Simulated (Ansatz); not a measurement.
**Cl₂FGeHS: how energies converge with the basis set**

An exercise on one series of results from a longer session: the logs are not shown, and one member is left open.

Method: one geometry, several basis sets; program: Ansatz 0.2.0, Gaussian basis.

Plan: PBE0-D4/def2-SVP; ωB97M-V/def2-SVP; PBE0-D4/def2-QZVPP; ωB97M-V/def2-QZVPP; the functionals' def2-TZVPP values are taken from earlier runs.

## The geometry

All runs share one geometry, relaxed beforehand with PBE0-D4 in a triple-zeta def2 set.

SMILES `[F][Ge]([SH])([Cl])[Cl]`, 6 atoms, charge 0, spin multiplicity 1.

Atoms are counted from 1 here; the program's logs count them from 0.

Bond lengths: F1–Ge2 1.720 Å, Ge2–S3 2.181 Å, Ge2–Cl4 2.115 Å, Ge2–Cl5 2.121 Å, S3–H6 1.346 Å. Angles: F1–Ge2–S3 111.1°, F1–Ge2–Cl4 107.1°, F1–Ge2–Cl5 104.8°, S3–Ge2–Cl4 109.1°, S3–Ge2–Cl5 113.6°, Cl4–Ge2–Cl5 110.9°, Ge2–S3–H6 92.1°.

The first run:

File in.yaml:

```yaml
crystal:
  periodic: [false, false, false]
  atoms:
    - {symbol: F, position_ang: [1.026940, -1.407026, -0.691166]}
    - {symbol: Ge, position_ang: [-0.148082, -0.195614, -0.359919]}
    - {symbol: S, position_ang: [-0.244450, 0.240028, 1.774850]}
    - {symbol: Cl, position_ang: [-2.016494, -0.952959, -0.997676]}
    - {symbol: Cl, position_ang: [0.438884, 1.465286, -1.540541]}
    - {symbol: H, position_ang: [0.985302, 0.786285, 1.768452]}
basis:
  gaussian: {orbitals: def2-SVP}
hamiltonian: {xc: pbe0, dispersion: d4}
output: {orbitals: {seedname: orbitals}}
```

Launch:

```
ansatz run in.yaml --threads 4 --pin off --events-out ev --progress --plain --max-ram 10444MiB
```

Among the steps run: PBE0-D4 in def2-SVP; ωB97M-V in def2-SVP; PBE0-D4 in def2-QZVPP; ωB97M-V in def2-QZVPP.

One of the session's tables, all rows but one given; the rest of the session is left out.

```
functional       basis  HOMO (eV)
   PBE0-D4    def2-SVP      -8.44
   PBE0-D4  def2-TZVPP      -8.54
   PBE0-D4  def2-QZVPP      -8.57
   ωB97M-V    def2-SVP     -10.61
   ωB97M-V  def2-TZVPP          ?
   ωB97M-V  def2-QZVPP     -10.79
```

Estimate the missing values for ωB97M-V, def2-TZVPP.

The run gave: HOMO (eV): -10.75. In the column «HOMO (eV)» it lies between ωB97M-V, def2-QZVPP (-10.79) and ωB97M-V, def2-SVP (-10.61).
